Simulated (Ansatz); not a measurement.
# CdMe(NH2) (CH₅CdN): geometry, orbitals and charge

Aim: characterise CdMe(NH2) (CH₅CdN) as a singlet: its structure, frontier levels and distribution of charge.

Computed with Ansatz 0.2.0, Gaussian basis. Level: RKS PBE0-D4/def2-TZVP.

Plan: relaxation at PBE-D4/def2-TZVP; a search for the lowest solution at PBE0-D4/def2-SVP; a single point at PBE0-D4/def2-TZVP; harmonic vibrations at PBE-D4/def2-TZVP.

3 further runs of the same task are left out: 1 that didn't finish, 2 set aside as unsound or not needed.

### Step 1. The system as given

8 atoms, charge 0, spin multiplicity 1.

Atoms are counted from 1 here; the program's logs count them from 0.

Bond lengths: Cd1–C2 2.181 Å, Cd1–N6 2.081 Å, C2–H3 1.086 Å, C2–H4 1.090 Å, C2–H5 1.092 Å, N6–H7 1.020 Å, N6–H8 1.021 Å. Angles: C2–Cd1–N6 136.8°, Cd1–C2–H3 114.9°, Cd1–C2–H4 107.6°, Cd1–C2–H5 107.0°, H3–C2–H4 109.1°, H3–C2–H5 109.1°, H4–C2–H5 108.9°, Cd1–N6–H7 114.0°, Cd1–N6–H8 112.4°, H7–N6–H8 104.3°.

Coordinates:

```xyz
8
charge 0, multiplicity 1
Cd    0.1108    0.6385   -0.3399
C    -0.0075    0.0489    1.7566
H     0.0502    0.8685    2.4665
H     0.8087   -0.6478    1.9501
H    -0.9573   -0.4727    1.8891
N     0.0162   -0.3084   -2.1903
H     0.7938   -0.0843   -2.8113
H    -0.8149   -0.0428   -2.7208
```

Cd takes a core potential in the def2 sets. No spin-orbit coupling is included.

The start is a GFN2-xTB geometry.

### Step 2. Relaxation at PBE-D4/def2-TZVP

in.yaml reads:

```yaml
crystal:
  periodic: [false, false, false]
  atoms:
    - {symbol: Cd, position_ang: [0.110840, 0.638470, -0.339900]}
    - {symbol: C, position_ang: [-0.007450, 0.048910, 1.756610]}
    - {symbol: H, position_ang: [0.050160, 0.868530, 2.466490]}
    - {symbol: H, position_ang: [0.808730, -0.647820, 1.950100]}
    - {symbol: H, position_ang: [-0.957320, -0.472660, 1.889090]}
    - {symbol: N, position_ang: [0.016170, -0.308390, -2.190270]}
    - {symbol: H, position_ang: [0.793760, -0.084250, -2.811290]}
    - {symbol: H, position_ang: [-0.814910, -0.042790, -2.720820]}
basis:
  gaussian: {orbitals: def2-TZVP}
hamiltonian: {xc: pbe, dispersion: d4}
scf: {lower_state_search: "off"}
output: {orbitals: {seedname: orbitals}}
relax: {f_tol: 0.02, max_steps: 100}
```

Launch:

```bash
$ ansatz run in.yaml --threads 4 --pin off --events-out ev --progress --plain --max-ram 3916MiB
```

The runs that follow: Searching for the lowest solution, PBE0-D4/def2-SVP; Single point, PBE0-D4/def2-TZVP; Harmonic vibrations.

**Question.** What will the summary of the whole plan be? Wanted: point group; near neighbours of the metal; HOMO, LUMO at PBE0-D4/def2-TZVP; charge on the metal; dipole at PBE-D4/def2-TZVP; lowest, highest wavenumber.

The runs gave:

| quantity | value |
| --- | --- |
| point group | C1 |
| near neighbours of the metal | C 2.11, N 2.04 Å |
| HOMO, LUMO at PBE0-D4/def2-TZVP | -6.51, -0.27 eV |
| charge on the metal (Mulliken, PBE0-D4/def2-TZVP) | +0.70 e |
| dipole at PBE-D4/def2-TZVP | 1.27 D |
| lowest, highest wavenumber | 35, 3481 cm⁻¹ |

In words: The molecule keeps its bonding pattern by the stored test; the atoms moved 0.33 Å (rms), and the angle C2–Cd1–N6 went from 137° to 175°. The metal has 2 near neighbours by the distance rule, from 2.04 to 2.11 Å. All wavenumbers are real: a minimum at this level. The HOMO lies nearest to N6 65 %; H7, H8 about 10 % each and the LUMO to Cd1 35 %; H7, H8 about 12 % each. The point group is read from a loosely relaxed geometry; soft torsions can leave it below the true symmetry.
